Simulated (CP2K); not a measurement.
# CuF at PBE/SZV: moving one setting at a time

Aim: start from a run with usual settings and see what each changed setting does to the results.

Computed with CP2K 2026.2 (PBE/SZV, atoms fixed, no spin polarisation, unless a step's input says otherwise).

2 further runs of the same task are left out: 2 that didn't finish.

### 1 The structure to begin with

The structure is hexagonal, space group P6_3mc (No. 186). Conventional cell: a = 2.790 Å, b = 2.790 Å, c = 6.721 Å, α = 90.00°, β = 90.00°, γ = 120.00°. Cu (site symmetry 3m) is surrounded by 4 F at 1.90 to 2.17 Å. Around F (site symmetry 3m) lie 4 Cu at 1.90 to 2.17 Å.

Structure file:

```xyz
4
Lattice="2.7898 0.0000 0.0000 -1.3949 2.4160 0.0000 0.0000 0.0000 6.7211" Properties=species:S:1:pos:R:3 pbc="T T T"
Cu    0.0000    1.6107    0.3091
Cu    1.3949    0.8053    3.6696
F     0.0000    1.6107    2.2113
F     1.3949    0.8053    5.5719
```

The structure type (wurtzite) is imposed and need not be the compound's stable one.

### 2 The reference run

A small atomic basis brings errors of its own in gap and pressure, and the grid adds noise to the pressure.

File run.inp:

```
&GLOBAL
 PROJECT run
 RUN_TYPE ENERGY_FORCE
 PRINT_LEVEL LOW
&END GLOBAL
&FORCE_EVAL
 METHOD QS
 STRESS_TENSOR ANALYTICAL
 &DFT
  BASIS_SET_FILE_NAME BASIS_MOLOPT
  POTENTIAL_FILE_NAME GTH_POTENTIALS
  &QS
   EXTRAPOLATION USE_GUESS
  &END QS
  &MGRID
   CUTOFF 700
   REL_CUTOFF 50
  &END MGRID
  &XC
   &XC_FUNCTIONAL PBE
   &END XC_FUNCTIONAL
  &END XC
  &KPOINTS
   SCHEME MONKHORST-PACK 5 5 3
   SYMMETRY F
   FULL_GRID F
  &END KPOINTS
  &SCF
   ADDED_MOS 10
   EPS_SCF 1e-6
   MAX_SCF 80
   &DIAGONALIZATION
   &END DIAGONALIZATION
   &MIXING
    METHOD BROYDEN_MIXING
    ALPHA 0.3
   &END MIXING
   &SMEAR
    METHOD FERMI_DIRAC
    ELECTRONIC_TEMPERATURE [K] 232
   &END SMEAR
   &PRINT
    &ITERATION_INFO
    &END ITERATION_INFO
   &END PRINT
  &END SCF
  &PRINT
   &BAND_STRUCTURE
    FILE_NAME bands.bs
    ADDED_MOS 6
    &KPOINT_SET
     UNITS B_VECTOR
     SPECIAL_POINT 0.00000000 0.00000000 0.00000000
     NPOINTS 0
    &END KPOINT_SET
    &KPOINT_SET
     UNITS B_VECTOR
     SPECIAL_POINT 0.50000000 0.00000000 0.00000000
     NPOINTS 0
    &END KPOINT_SET
    &KPOINT_SET
     UNITS B_VECTOR
     SPECIAL_POINT 0.33333333 0.33333333 0.00000000
     NPOINTS 0
    &END KPOINT_SET
    &KPOINT_SET
     UNITS B_VECTOR
     SPECIAL_POINT 0.00000000 0.00000000 0.50000000
     NPOINTS 0
    &END KPOINT_SET
    &KPOINT_SET
     UNITS B_VECTOR
     SPECIAL_POINT 0.50000000 0.00000000 0.50000000
     NPOINTS 0
    &END KPOINT_SET
    &KPOINT_SET
     UNITS B_VECTOR
     SPECIAL_POINT 0.33333333 0.33333333 0.50000000
     NPOINTS 0
    &END KPOINT_SET
    &KPOINT_SET
     UNITS B_VECTOR
     SPECIAL_POINT 0.00000000 0.41666700 0.00000000
     NPOINTS 0
    &END KPOINT_SET
   &END BAND_STRUCTURE
  &END PRINT
 &END DFT
 &SUBSYS
  &CELL
   A 2.78977582 0.00000000 0.00000000
   B -1.39488791 2.41601673 0.00000000
   C -0.00000000 -0.00000000 6.72112258
  &END CELL
  &COORD
   SCALED
   Cu 0.33333333 0.66666667 0.04598656
   Cu 0.66666667 0.33333333 0.54598656
   F 0.33333333 0.66666667 0.32901344
   F 0.66666667 0.33333333 0.82901344
  &END COORD
  &KIND Cu
   BASIS_SET SZV-MOLOPT-SR-GTH
   POTENTIAL GTH-PBE
  &END KIND
  &KIND F
   BASIS_SET SZV-MOLOPT-SR-GTH
   POTENTIAL GTH-PBE
  &END KIND
 &END SUBSYS
 &PRINT
  &STRESS_TENSOR
  &END STRESS_TENSOR
  &FORCES
  &END FORCES
 &END PRINT
&END FORCE_EVAL
```

On the command line:

```sh
cp2k.psmp -i run.inp
```

The log of the run, shortened:

```text
CP2K| version string:                                       CP2K version 2026.2
[...]
                             - Atoms:                                          4
[...]
                             - Spherical basis functions:                     26
[...]
 Number of electrons:                                                         36
[...]
     1 NoMix/Diag. 0.30E+00    0.8     0.64624481      -144.6572964912 -1.45E+02
[...]
    11 Broy./Diag. 0.30E+00    1.2     0.00000076      -144.6702239129 -9.84E-06
  *** SCF run converged in    11 steps ***
[...]
  Overlap energy of the core charge distribution:               0.00000001436704
  Self energy of the core charge distribution:               -257.43041187732666
  Core Hamiltonian energy:                                     80.88252344975436
  Hartree energy:                                              56.91152752957223
  Exchange-correlation energy:                                -25.03386294331255
  Electronic entropic energy:                                  -0.00000008592394
  Fermi energy:                                                 0.16195333582084
  Total energy:                                              -144.67022391285886
  Total energy (extrapolated to T->0):                       -144.67022386989689
[...]
 ENERGY| Total FORCE_EVAL ( QS ) energy [hartree]           -144.670232187329248
 FORCES| Atomic forces [hartree/bohr]
 FORCES|   Atom     x               y               z               |f|
 FORCES|      1 -1.69985373E-06  9.77285198E-07 -5.59439126E-03   5.59439161E-03
 FORCES|      2  1.69985316E-06 -9.98716001E-07 -5.59437621E-03   5.59437656E-03
 FORCES|      3 -1.25591918E-07  9.53660789E-08  6.33925378E-03   6.33925378E-03
 FORCES|      4  1.25592230E-07 -7.41050776E-08  6.33924988E-03   6.33924988E-03
 FORCES| Sum    -2.57520291E-13 -1.69802039E-10  1.48973618E-03
 FORCES| Total atomic force                                       1.48973618E-03
 STRESS| Analytical stress tensor [bar]
 STRESS|                        x                   y                   z
 STRESS|      x        1.01884617664E+05  -6.87671116911E+01   2.77996224800E-07
 STRESS|      y       -6.87671116911E+01   1.01804106927E+05   1.80020340090E-02
 STRESS|      z        2.77996224800E-07   1.80020340090E-02   1.63545217626E+05
 STRESS| 1/3 Trace                                             1.22411314072E+05
 STRESS| Determinant                                           1.69633479168E+15
[...]
```

It took 17 s on 2 threads of Arm Neoverse N1, shared host; peak memory 0.27 GiB.

Gap 0.37 eV; pressure 12.2 GPa.

### 3 Change: XC_FUNCTIONAL = OLYP

Edit run.inp of step 2 so:

```diff
@@ -19,3 +19,3 @@
   &XC
-   &XC_FUNCTIONAL PBE
+   &XC_FUNCTIONAL OLYP
    &END XC_FUNCTIONAL
```

On the command line:

```sh
cp2k.psmp -i run.inp
```

The log of the run, shortened:

```text
CP2K| version string:                                       CP2K version 2026.2
[...]
                             - Atoms:                                          4
[...]
                             - Spherical basis functions:                     26
[...]
 Number of electrons:                                                         36
[...]
     1 NoMix/Diag. 0.30E+00    0.7     0.71798268      -144.8528384468 -1.45E+02
[...]
    12 Broy./Diag. 0.30E+00    1.4     0.00000020      -144.8721830053 -2.64E-06
  *** SCF run converged in    12 steps ***
[...]
  Overlap energy of the core charge distribution:               0.00000001436704
  Self energy of the core charge distribution:               -257.43041187732666
  Core Hamiltonian energy:                                     81.28982892135953
  Hartree energy:                                              56.60511933519889
  Exchange-correlation energy:                                -25.33671939880295
  Electronic entropic energy:                                  -0.00000000013447
  Fermi energy:                                                 0.16614564405916
  Total energy:                                              -144.87218300533863
  Total energy (extrapolated to T->0):                       -144.87218300527138
[...]
 ENERGY| Total FORCE_EVAL ( QS ) energy [hartree]           -144.872182452037265
 FORCES| Atomic forces [hartree/bohr]
 FORCES|   Atom     x               y               z               |f|
 FORCES|      1 -1.83215456E-05  1.05729679E-05 -5.61072229E-03   5.61076217E-03
 FORCES|      2  1.83215445E-05 -1.05921517E-05 -5.61070919E-03   5.61074910E-03
 FORCES|      3 -2.14281995E-07  1.41800013E-07  5.39206565E-03   5.39206566E-03
 FORCES|      4  2.14284413E-07 -1.23233409E-07  5.39206256E-03   5.39206256E-03
 FORCES| Sum     1.26667024E-12 -6.17262950E-10 -4.37303275E-04
 FORCES| Total atomic force                                       4.37303275E-04
[...]
```

It took 18 s on 2 threads of Arm Neoverse N1, shared host; peak memory 0.28 GiB.

Totals of another method or basis aren't compared here.

### 4 Change: CUTOFF = 1000

Edit run.inp of step 3 so:

```diff
@@ -15,3 +15,3 @@
   &MGRID
-   CUTOFF 700
+   CUTOFF 1000
    REL_CUTOFF 50
@@ -19,3 +19,3 @@
   &XC
-   &XC_FUNCTIONAL OLYP
+   &XC_FUNCTIONAL PBE
    &END XC_FUNCTIONAL
```

On the command line:

```sh
cp2k.psmp -i run.inp
```

The log of the run, shortened:

```text
CP2K| version string:                                       CP2K version 2026.2
[...]
                             - Atoms:                                          4
[...]
                             - Spherical basis functions:                     26
[...]
 Number of electrons:                                                         36
[...]
     1 NoMix/Diag. 0.30E+00    0.9     0.64620951      -144.6572714963 -1.45E+02
[...]
    11 Broy./Diag. 0.30E+00    1.6     0.00000076      -144.6701557686 -9.87E-06
  *** SCF run converged in    11 steps ***
[...]
  Overlap energy of the core charge distribution:               0.00000001436704
  Self energy of the core charge distribution:               -257.43041187732666
  Core Hamiltonian energy:                                     80.88265366242264
  Hartree energy:                                              56.91140958538917
  Exchange-correlation energy:                                -25.03380706764693
  Electronic entropic energy:                                  -0.00000008578715
  Fermi energy:                                                 0.16194730712740
  Total energy:                                              -144.67015576857122
  Total energy (extrapolated to T->0):                       -144.67015572567763
[...]
 ENERGY| Total FORCE_EVAL ( QS ) energy [hartree]           -144.670163971416230
 FORCES| Atomic forces [hartree/bohr]
 FORCES|   Atom     x               y               z               |f|
 FORCES|      1 -8.78924996E-07  5.03325332E-07 -5.86250928E-03   5.86250937E-03
 FORCES|      2  8.78723945E-07 -5.24641957E-07 -5.86090709E-03   5.86090718E-03
 FORCES|      3 -2.13290324E-08  3.54131702E-08  4.99230794E-03   4.99230794E-03
 FORCES|      4  2.13279070E-08 -1.39962076E-08  4.99131216E-03   4.99131216E-03
 FORCES| Sum    -2.02176249E-10  1.00337568E-10 -1.73979628E-03
 FORCES| Total atomic force                                       1.73979628E-03
[...]
```

Run time: 21 s. Hardware: 2 threads of Arm Neoverse N1, shared host; peak memory 0.35 GiB.

Against the reference run the gap moves by 0.00 eV and the energy by +0.5 meV/atom.

### 5 Change: CUTOFF = 280

Edit run.inp of step 4 so:

```diff
@@ -15,3 +15,3 @@
   &MGRID
-   CUTOFF 1000
+   CUTOFF 280
    REL_CUTOFF 50
```

On the command line:

```sh
cp2k.psmp -i run.inp
```

The log of the run, shortened:

```text
CP2K| version string:                                       CP2K version 2026.2
[...]
                             - Atoms:                                          4
[...]
                             - Spherical basis functions:                     26
[...]
 Number of electrons:                                                         36
[...]
     1 NoMix/Diag. 0.30E+00    0.5     0.64672114      -144.6576736611 -1.45E+02
[...]
    11 Broy./Diag. 0.30E+00    1.0     0.00000077      -144.6706063456 -9.16E-06
  *** SCF run converged in    11 steps ***
[...]
  Overlap energy of the core charge distribution:               0.00000001436704
  Self energy of the core charge distribution:               -257.43041187732666
  Core Hamiltonian energy:                                     80.88381836022124
  Hartree energy:                                              56.91055659312107
  Exchange-correlation energy:                                -25.03456935113913
  Electronic entropic energy:                                  -0.00000008482699
  Fermi energy:                                                 0.16201284086599
  Total energy:                                              -144.67060634557330
  Total energy (extrapolated to T->0):                       -144.67060630315981
[...]
 ENERGY| Total FORCE_EVAL ( QS ) energy [hartree]           -144.670614186160464
 FORCES| Atomic forces [hartree/bohr]
 FORCES|   Atom     x               y               z               |f|
 FORCES|      1  1.71567742E-05 -9.90968082E-06 -1.38739721E-02   1.38739863E-02
 FORCES|      2 -1.71567400E-05  9.88812386E-06 -1.38739573E-02   1.38739714E-02
 FORCES|      3  1.27249346E-05 -7.32471675E-06  1.16494194E-02   1.16494287E-02
 FORCES|      4 -1.27248649E-05  7.34540844E-06  1.16494157E-02   1.16494249E-02
 FORCES| Sum     1.03828750E-10 -8.65274567E-10 -4.44909435E-03
 FORCES| Total atomic force                                       4.44909435E-03
[...]
```

Run time: 13 s. Hardware: 2 threads of Arm Neoverse N1, shared host; peak memory 0.19 GiB.

Against the reference run the gap moves by 0.00 eV and the energy by -2.6 meV/atom.

### 6 Change: CUTOFF = 120

Edit run.inp of step 5 so:

```diff
@@ -15,3 +15,3 @@
   &MGRID
-   CUTOFF 280
+   CUTOFF 120
    REL_CUTOFF 50
```

On the command line:

```sh
cp2k.psmp -i run.inp
```

The log of the run, shortened:

```text
CP2K| version string:                                       CP2K version 2026.2
[...]
                             - Atoms:                                          4
[...]
                             - Spherical basis functions:                     26
[...]
 Number of electrons:                                                         36
[...]
     1 NoMix/Diag. 0.30E+00    0.5     0.77860237      -144.6885134475 -1.45E+02
[...]
    13 Broy./Diag. 0.30E+00    0.8     0.00000094      -144.7084501374 -4.35E-06
  *** SCF run converged in    13 steps ***
[...]
  Overlap energy of the core charge distribution:               0.00000001436704
  Self energy of the core charge distribution:               -257.43041187732666
  Core Hamiltonian energy:                                     80.85254092687303
  Hartree energy:                                              56.90734283479467
  Exchange-correlation energy:                                -25.03792194201180
  Electronic entropic energy:                                  -0.00000009408333
  Fermi energy:                                                 0.16437667685215
  Total energy:                                              -144.70845013738483
  Total energy (extrapolated to T->0):                       -144.70845009034318
[...]
 ENERGY| Total FORCE_EVAL ( QS ) energy [hartree]           -144.708448962893243
 FORCES| Atomic forces [hartree/bohr]
 FORCES|   Atom     x               y               z               |f|
 FORCES|      1  2.75754917E-03 -1.59208805E-03 -3.48792705E-02   3.50243106E-02
 FORCES|      2  1.89449351E-03 -1.09379919E-03  1.20649656E-01   1.20669487E-01
 FORCES|      3 -3.43573132E-03  1.98363578E-03 -1.85740763E+00   1.85741187E+00
 FORCES|      4  6.18403343E-03 -3.57035758E-03  1.88502164E+00   1.88503517E+00
 FORCES| Sum     7.40034479E-03 -4.27260904E-03  1.13384398E-01
 FORCES| Total atomic force                                       1.13705946E-01
[...]
```

It took 13 s on 2 threads of Arm Neoverse N1, shared host; peak memory 0.17 GiB.

Against the reference run the gap moves by 0.00 eV and the energy by -260.0 meV/atom. The forces reach 96.9 eV/Å, against 0.33 before, so the run is unsound even where the gap looks unmoved.

### 7 Change: REL_CUTOFF = 30

Edit run.inp of step 6 so:

```diff
@@ -15,4 +15,4 @@
   &MGRID
-   CUTOFF 120
-   REL_CUTOFF 50
+   CUTOFF 700
+   REL_CUTOFF 30
   &END MGRID
```

On the command line:

```sh
cp2k.psmp -i run.inp
```

The log of the run, shortened:

```text
CP2K| version string:                                       CP2K version 2026.2
[...]
                             - Atoms:                                          4
[...]
                             - Spherical basis functions:                     26
[...]
 Number of electrons:                                                         36
[...]
     1 NoMix/Diag. 0.30E+00    0.7     0.64649748      -144.6576340190 -1.45E+02
[...]
    11 Broy./Diag. 0.30E+00    1.0     0.00000076      -144.6705710842 -9.84E-06
  *** SCF run converged in    11 steps ***
[...]
  Overlap energy of the core charge distribution:               0.00000001436704
  Self energy of the core charge distribution:               -257.43041187732666
  Core Hamiltonian energy:                                     80.88364927044427
  Hartree energy:                                              56.91076404184084
  Exchange-correlation energy:                                -25.03457244824714
  Electronic entropic energy:                                  -0.00000008531346
  Fermi energy:                                                 0.16199609891272
  Total energy:                                              -144.67057108422443
  Total energy (extrapolated to T->0):                       -144.67057104156771
[...]
 ENERGY| Total FORCE_EVAL ( QS ) energy [hartree]           -144.670579370768422
 FORCES| Atomic forces [hartree/bohr]
 FORCES|   Atom     x               y               z               |f|
 FORCES|      1 -1.15820866E-04  6.68651312E-05 -5.78591201E-03   5.78745741E-03
 FORCES|      2  1.15820856E-04 -6.68865657E-05 -5.78589700E-03   5.78744264E-03
 FORCES|      3 -2.66607516E-05  1.54154377E-05  5.90473135E-03   5.90481166E-03
 FORCES|      4  2.66607580E-05 -1.53941899E-05  5.90472746E-03   5.90480771E-03
 FORCES| Sum    -3.98020103E-12 -1.86768896E-10  2.37649797E-04
 FORCES| Total atomic force                                       2.37649797E-04
[...]
```

Run time: 15 s. Hardware: 2 threads of Arm Neoverse N1, shared host; peak memory 0.27 GiB.

Against the reference run the gap moves by 0.00 eV and the energy by -2.4 meV/atom.

### 8 Change: CHARGE = 1

Edit run.inp of step 7 so:

```diff
@@ -9,2 +9,3 @@
  &DFT
+  CHARGE 1
   BASIS_SET_FILE_NAME BASIS_MOLOPT
@@ -16,3 +17,3 @@
    CUTOFF 700
-   REL_CUTOFF 30
+   REL_CUTOFF 50
   &END MGRID
```

On the command line:

```sh
cp2k.psmp -i run.inp
```

The log of the run, shortened:

```text
CP2K| version string:                                       CP2K version 2026.2
[...]
                             - Atoms:                                          4
[...]
                             - Spherical basis functions:                     26
[...]
 Number of electrons:                                                         35
[...]
     1 NoMix/Diag. 0.30E+00    0.8     0.82906078      -144.6091110782 -1.45E+02
[...]
    18 Broy./Diag. 0.30E+00    1.3     0.00000092      -144.7874699418 -8.86E-06
  *** SCF run converged in    18 steps ***
[...]
  Overlap energy of the core charge distribution:               0.00000001436704
  Self energy of the core charge distribution:               -257.43041187732666
  Core Hamiltonian energy:                                     79.10291262284800
  Hartree energy:                                              57.85123915359193
  Exchange-correlation energy:                                -24.31077501497618
  Electronic entropic energy:                                  -0.00043484283791
  Fermi energy:                                                 0.08413155159535
  Total energy:                                              -144.78746994179372
  Total energy (extrapolated to T->0):                       -144.78725252037475
[...]
 ENERGY| Total FORCE_EVAL ( QS ) energy [hartree]           -144.787478200861614
 FORCES| Atomic forces [hartree/bohr]
 FORCES|   Atom     x               y               z               |f|
 FORCES|      1 -2.08346255E-06  1.17486497E-06 -1.48473750E-02   1.48473751E-02
 FORCES|      2  2.08346304E-06 -1.20476721E-06 -1.48473815E-02   1.48473817E-02
 FORCES|      3 -2.80976550E-07  1.68788824E-07  1.55430321E-02   1.55430321E-02
 FORCES|      4  2.80977018E-07 -1.39032169E-07  1.55430090E-02   1.55430090E-02
 FORCES| Sum     9.61185936E-13 -1.45578451E-10  1.39128455E-03
 FORCES| Total atomic force                                       1.39128455E-03
[...]
```

Wall time 26 s (2 threads of Arm Neoverse N1, shared host); peak memory 0.27 GiB.

A charged periodic cell is another system, so nothing is compared.

### 9 Results

| change | ends | gap (eV) | energy (meV/atom) | pressure (GPa) | time |
| --- | --- | --- | --- | --- | --- |
| none | converged | 0.37 | 0 | 12.2 | 17 s |
| XC_FUNCTIONAL = OLYP | converged | +0.28 | – | +3.4 | 18 s |
| CUTOFF = 1000 | converged | 0.00 | +0.5 | 0.0 | 21 s |
| CUTOFF = 280 | converged | 0.00 | -2.6 | +0.3 | 13 s |
| CUTOFF = 120 | converged | 0.00 | -260.0 | +14.4 | 13 s |
| REL_CUTOFF = 30 | converged | 0.00 | -2.4 | +0.3 | 15 s |
| CHARGE = 1 | converged | – | – | – | 26 s |

The first row holds values, the others changes from it. Keys are the program's: temperature in eV (tblite) or K (CP2K), cutoffs in Ry, CUTOFP in Å. Among the numerical settings, CUTOFF = 120 moves the energy most (-260.0 meV/atom). The changed runs test settings; they are no properties of the crystal.
